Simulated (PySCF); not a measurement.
**A gas-phase reaction: H4SSi + BCl3 → BCl2H3SSi + ClH**

Aim: the reaction energy of `[SiH3]S` + `ClB(Cl)Cl` → `[SiH3]SB(Cl)Cl` + `Cl`.

Programs: PySCF 2.14.0. All values are calculated, for the isolated system unless a continuum is named. Atoms count from 0, parts from 1.

## 1. The system as given

Each species was relaxed by itself at PBE0-D3(BJ)/def2-SVPD.

## 2. Energies of the species: wB97M-D3(BJ)/def2-TZVPD

What the job is given:

```
{"job": {"kind": "react", "xc": "wB97M-D3(BJ)", "basis": "def2-TZVPD"}, "charge": 0, "multiplicity": 1}
-1 H4SSi charge 0 multiplicity 1
Si    -0.520290    -0.050220     0.039630
S      1.500840    -0.610350    -0.464650
H     -0.869180     1.282200    -0.531820
H     -1.369620    -1.109330    -0.571690
H     -0.719360    -0.020630     1.517170
H      2.079100     0.439510     0.161100

-1 BCl3 charge 0 multiplicity 1
Cl    -0.162980    -1.147430    -1.325140
B      0.016490    -0.004170    -0.020590
Cl    -1.354930     0.403710     0.976320
Cl     1.567050     0.732760     0.285620

+1 BCl2H3SSi charge 0 multiplicity 1
Si     1.221580     0.320260     0.500830
S     -0.459860    -1.025600     0.838360
B     -1.573000    -0.577330    -0.491380
Cl    -3.101890    -1.429560    -0.617880
Cl    -1.213180     0.673430    -1.678040
H      2.165220    -0.031490     1.597500
H      1.834440     0.051540    -0.826870
H      0.778980     1.734530     0.621180

+1 ClH charge 0 multiplicity 1
Cl     0.644610     0.001260     0.013490
H     -0.643400     0.000680    -0.009980
```

Method: wB97M-D3(BJ)/def2-TZVPD reaction energy of separated species, gas phase.

On the command line:

```
> OMP_NUM_THREADS=1 python cluster_run.py task.json out
```

This one command runs all jobs of the session in turn.

**Question.** The jobs that follow are: PBE0-D3(BJ)/def2-TZVPD reaction energy of separated species, gas phase. Predict: reaction energy (wB97M-D3(BJ)/def2-TZVPD); ΔH, ΔG at 298 K (xTB thermal terms). Thermal terms come from harmonic xTB runs on each species.

As calculated:

```
                                                quantity                  value
               reaction energy (wB97M-D3(BJ)/def2-TZVPD)          1.65 kcal/mol
                     ΔH, ΔG at 298 K (xTB thermal terms)    +1.6, +3.1 kcal/mol
range of the reaction energy over the runs of this table  0.66 to 1.65 kcal/mol
```

What this shows: The reaction is endothermic by 1.6 kcal/mol in the gas phase; dispersion gives -1.15, and xTB itself gave 0.50 for the electronic energy (xTB energies and thermal terms come from the earlier relaxation of each species, not shown). No barrier was sought. The reaction energy runs from 0.66 (PBE0-D3(BJ)/def2-TZVPD) to 1.65 kcal/mol (wB97M-D3(BJ)/def2-TZVPD).
